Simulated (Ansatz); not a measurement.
# C3H8Cl3NZr: ionisation energy by level of theory

An exercise on one series of results from a longer session: the logs are not shown, and one member is left open.

Computed with Ansatz 0.2.0, Gaussian basis. Level: unrestricted cation, the program's frozen cores in correlated methods.

Levels to be run: UKS PBE-D4/def2-TZVPP; UKS r2SCAN-D4/def2-TZVPP; UKS PBE0-D4/def2-TZVPP; UKS B3LYP-D4/def2-TZVPP; UKS wB97X-V/def2-TZVPP; UKS wB97M-V/def2-TZVPP; UKS B2PLYP/def2-TZVPP; UHF-CCSD(T)/def2-TZVPP; UHF-MP2/def2-QZVPP; extrapolation to the limit; then −ε(HOMO) from the neutral's earlier runs with LDA (SPW92), PBE-D4, revPBE-D4, BLYP-D4, r2SCAN-D4, B97M-V, PBE0-D4, B3LYP-D4, r2SCANh-D4, r2SCAN0-D4, HSE06-D4, BHLYP-D4, CAM-B3LYP-D4, LC-ωPBE, ωB97X-V, ωB97M-V.

## The geometry

An earlier PBE0-D4 in a triple-zeta def2 set relaxation fixed the geometry. Zr takes the def2 core potential; no spin-orbit term is included.

SMILES `CC(C)[NH][Zr]([Cl])([Cl])[Cl]`, 16 atoms, charge 0, spin multiplicity 1.

Atoms are counted from 1 here; the program's logs count them from 0.

Bond lengths: C1–C2 1.518 Å, C1–H9 1.093 Å, C1–H10 1.095 Å, C1–H11 1.091 Å, C2–C3 1.520 Å, C2–N4 1.459 Å, C2–H12 1.099 Å, C3–H13 1.093 Å, C3–H14 1.093 Å, C3–H15 1.093 Å, N4–Zr5 1.986 Å, N4–H16 1.017 Å, Zr5–Cl6 2.350 Å, Zr5–Cl7 2.350 Å, Zr5–Cl8 2.337 Å. Angles: C2–C1–H9 111.4°, C2–C1–H10 110.8°, C2–C1–H11 110.5°, H9–C1–H10 108.9°, H9–C1–H11 107.6°, H10–C1–H11 107.5°, C1–C2–C3 111.5°, C1–C2–N4 109.9°, C1–C2–H12 108.1°, C3–C2–N4 110.7°, C3–C2–H12 108.5°, N4–C2–H12 108.1°, C2–C3–H13 110.6°, C2–C3–H14 111.2°, C2–C3–H15 110.3°, H13–C3–H14 107.9°, H13–C3–H15 108.5°, H14–C3–H15 108.2° and more.

Set-up of the first run:

The input, in.yaml:

```yaml
crystal:
  periodic: [false, false, false]
  atoms:
    - {symbol: C, position_ang: [0.979598, 1.089566, 0.362041]}
    - {symbol: C, position_ang: [0.524619, -0.319398, 0.697146]}
    - {symbol: C, position_ang: [1.458441, -1.362352, 0.103762]}
    - {symbol: N, position_ang: [-0.841693, -0.525506, 0.228568]}
    - {symbol: Zr, position_ang: [-2.122432, 0.588760, -0.802512]}
    - {symbol: Cl, position_ang: [-2.593184, 2.546370, 0.408618]}
    - {symbol: Cl, position_ang: [-1.151577, 1.158671, -2.865032]}
    - {symbol: Cl, position_ang: [-4.015659, -0.755830, -1.070019]}
    - {symbol: H, position_ang: [0.324060, 1.839000, 0.813146]}
    - {symbol: H, position_ang: [1.001388, 1.243543, -0.721676]}
    - {symbol: H, position_ang: [1.988965, 1.263921, 0.738136]}
    - {symbol: H, position_ang: [0.529717, -0.427832, 1.790576]}
    - {symbol: H, position_ang: [2.472700, -1.235686, 0.490069]}
    - {symbol: H, position_ang: [1.128813, -2.374608, 0.351320]}
    - {symbol: H, position_ang: [1.487215, -1.269189, -0.984770]}
    - {symbol: H, position_ang: [-1.170991, -1.459419, 0.460635]}
basis:
  gaussian: {orbitals: def2-TZVPP}
total_charge: 1
magnetization: {spin_polarized: true, initial_magnetization: 1}
hamiltonian: {xc: pbe, dispersion: d4}
```

Started as:

```sh
> ansatz run in.yaml --threads 4 --pin off --events-out ev --progress --plain --max-ram 66560MiB --backend cuda --devices 0, --max-vram 37GiB
```

Among the steps run: Cation, UKS PBE-D4/def2-TZVPP; Cation, UKS r2SCAN-D4/def2-TZVPP; Cation, UKS PBE0-D4/def2-TZVPP; Cation, UKS B3LYP-D4/def2-TZVPP; Cation, UKS wB97X-V/def2-TZVPP; Cation, UKS wB97M-V/def2-TZVPP; Cation, UKS B2PLYP (frozen core)/def2-TZVPP; Cation, UHF-CCSD(T)/def2-TZVPP; Cation, UHF-MP2/def2-QZVPP.

One of the session's tables, all rows but one given; the rest of the session is left out.

It belongs to the step «Ionisation energies side by side». For comparison, −ε(HOMO) of the neutral from earlier runs:

| functional | −ε(HOMO) (eV) |
| --- | --- |
| LDA (SPW92) | 6.56 |
| PBE-D4 | 6.39 |
| revPBE-D4 | 6.33 |
| BLYP-D4 | 6.26 |
| r2SCAN-D4 | 6.67 |
| B97M-V | ? |
| PBE0-D4 | 7.69 |
| B3LYP-D4 | 7.46 |
| r2SCANh-D4 | 7.15 |
| r2SCAN0-D4 | 7.88 |
| HSE06-D4 | 7.29 |
| BHLYP-D4 | 8.89 |
| CAM-B3LYP-D4 | 9.05 |
| LC-ωPBE | 10.42 |
| ωB97X-V | 10.06 |
| ωB97M-V | 9.94 |

Estimate the missing values for B97M-V.

As computed: −ε(HOMO) (eV): 6.75. In the column «−ε(HOMO) (eV)» it lies between r2SCAN-D4 (6.67) and r2SCANh-D4 (7.15).
